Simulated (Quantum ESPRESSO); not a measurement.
Runs of Quantum ESPRESSO 7.5 on GaSb. The structure is cubic, space group F-43m (No. 216). The conventional cell has a = 6.096 Å, b = 6.096 Å, c = 6.096 Å, α = 90.00°, β = 90.00°, γ = 90.00°. Ga (site symmetry -43m) is surrounded by 4 Sb at 2.64 Å. Around Sb (site symmetry -43m) lie 4 Ga at 2.64 Å. The cell was built by a generator and isn't the measured one.

```csv
level,potentials or basis,cell,cutoff (eV),form of the LDA correlation,gap on the mesh (eV),pressure (GPa)
WC,GBRV 1.5 PBE,relaxed to 9 GPa,762,-,(a),9.1
LDA,PseudoDojo 0.4.1 SR LDA standard,relaxed to 9 GPa,1143,PW92,0.57,9.0
PBE,SSSP 1.3 efficiency PBE,relaxed to 6 GPa,952,-,(b),6.0
PBE,SSSP 1.3 efficiency PBE,relaxed to 3 GPa,952,-,0.14,3.0
WC,GBRV 1.5 PBE,relaxed to 6 GPa,762,-,0.53,6.1
```

Alike in all rows: task relaxation of cell and atoms; no spin polarisation; k mesh 10 × 10 × 10; smearing gaussian 0.05 eV.

Problem. Estimate the missing entries.

Solution. (a) 0.59; (b) 0.47.

Caveats: spin-orbit coupling is left out, which moves the levels of the heavy elements; the potentials were made for another functional, which shifts forces and pressure (some runs).

A k mesh can miss the band edges, and the runs leave out spin-orbit coupling on Ga, Sb.

The runs don't all hold the same shells in valence.
